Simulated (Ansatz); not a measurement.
# C3H9AlO: a ladder of functionals and wavefunction methods

An exercise on one series of results from a longer session: the logs are not shown, and one member is left open.

Program: Ansatz 0.2.0, Gaussian basis. Level of theory: functionals in def2-TZVPP, the program's frozen cores in correlated methods. These are calculated values, not measurements.

The runs, in order: PBE-D4, r2SCAN-D4, PBE0-D4, B3LYP-D4, ωB97X-V, ωB97M-V, B2PLYP; CCSD(T)/def2-TZVPP; MP2/def2-QZVPP; extrapolation to the limit.

**The geometry**

An earlier PBE0-D4 in a triple-zeta def2 set relaxation fixed the geometry.

SMILES `C[CH]([AlH2])CO`, 14 atoms, charge 0, spin multiplicity 1.

Atoms are counted from 1 here; the program's logs count them from 0.

Bond lengths: C1–C2 1.531 Å, C1–H6 1.095 Å, C1–H7 1.093 Å, C1–H8 1.093 Å, C2–Al3 1.967 Å, C2–C4 1.511 Å, C2–H9 1.104 Å, Al3–H10 1.592 Å, Al3–H11 1.590 Å, C4–O5 1.420 Å, C4–H12 1.102 Å, C4–H13 1.100 Å, O5–H14 0.960 Å. Angles: C2–C1–H6 111.3°, C2–C1–H7 111.8°, C2–C1–H8 111.2°, H6–C1–H7 107.2°, H6–C1–H8 107.2°, H7–C1–H8 107.9°, C1–C2–Al3 112.9°, C1–C2–C4 112.4°, C1–C2–H9 107.8°, Al3–C2–C4 113.3°, Al3–C2–H9 103.3°, C4–C2–H9 106.5°, C2–Al3–H10 121.2°, C2–Al3–H11 119.0°, H10–Al3–H11 119.7°, C2–C4–O5 109.3°, C2–C4–H12 109.8°, C2–C4–H13 110.4° and more.

Set-up of the first run:

in.yaml

```yaml
crystal:
  periodic: [false, false, false]
  atoms:
    - {symbol: C, position_ang: [-1.274465, -0.144407, 0.817349]}
    - {symbol: C, position_ang: [0.096202, 0.281950, 0.285236]}
    - {symbol: Al, position_ang: [1.586606, -0.609596, 1.209755]}
    - {symbol: C, position_ang: [0.184327, 0.184984, -1.220233]}
    - {symbol: O, position_ang: [-0.780085, 1.048443, -1.803117]}
    - {symbol: H, position_ang: [-1.487137, -1.191358, 0.575067]}
    - {symbol: H, position_ang: [-1.336402, -0.045003, 1.904217]}
    - {symbol: H, position_ang: [-2.073862, 0.457212, 0.378151]}
    - {symbol: H, position_ang: [0.240429, 1.346933, 0.539022]}
    - {symbol: H, position_ang: [2.908479, -1.031047, 0.428208]}
    - {symbol: H, position_ang: [1.476166, -0.876246, 2.773177]}
    - {symbol: H, position_ang: [0.001993, -0.853981, -1.537674]}
    - {symbol: H, position_ang: [1.193025, 0.457343, -1.563094]}
    - {symbol: H, position_ang: [-0.748177, 0.945673, -2.757166]}
basis:
  gaussian: {orbitals: def2-TZVPP}
hamiltonian: {xc: pbe, dispersion: d4}
output: {forces: true, orbitals: {seedname: orbitals}}
```

Command:

```console
ansatz run in.yaml --threads 4 --pin off --events-out ev --progress --plain --max-ram 10444MiB
```

Among the steps run: PBE-D4 (GGA); r2SCAN-D4 (meta-GGA); PBE0-D4 (hybrid); B3LYP-D4 (hybrid); ωB97X-V (range-separated); ωB97M-V (range-separated); B2PLYP (double hybrid); CCSD(T) in def2-TZVPP; MP2 in def2-QZVPP.

One table of the session follows, with a row left open; its other results are not shown here.

| method | atomisation energy (kcal/mol) |
| --- | --- |
| PBE-D4 | ? |
| r2SCAN-D4 | 1201.3 |
| PBE0-D4 | 1199.9 |
| B3LYP-D4 | 1198.4 |
| ωB97X-V | 1202.4 |
| ωB97M-V | 1203.0 |
| B2PLYP | 1186.0 |
| HF/def2-TZVPP | 886.5 |
| MP2/def2-TZVPP | 1185.0 |
| CCSD/def2-TZVPP | 1158.3 |
| CCSD(T)/def2-TZVPP | 1173.0 |
| MP2/CBS | 1213.3 |
| CCSD(T)/CBS | 1201.3 |

Q: Estimate the row for PBE-D4 from the others.

The run gave: atomisation energy (kcal/mol): 1215.6. In the column «atomisation energy (kcal/mol)» it is the highest.
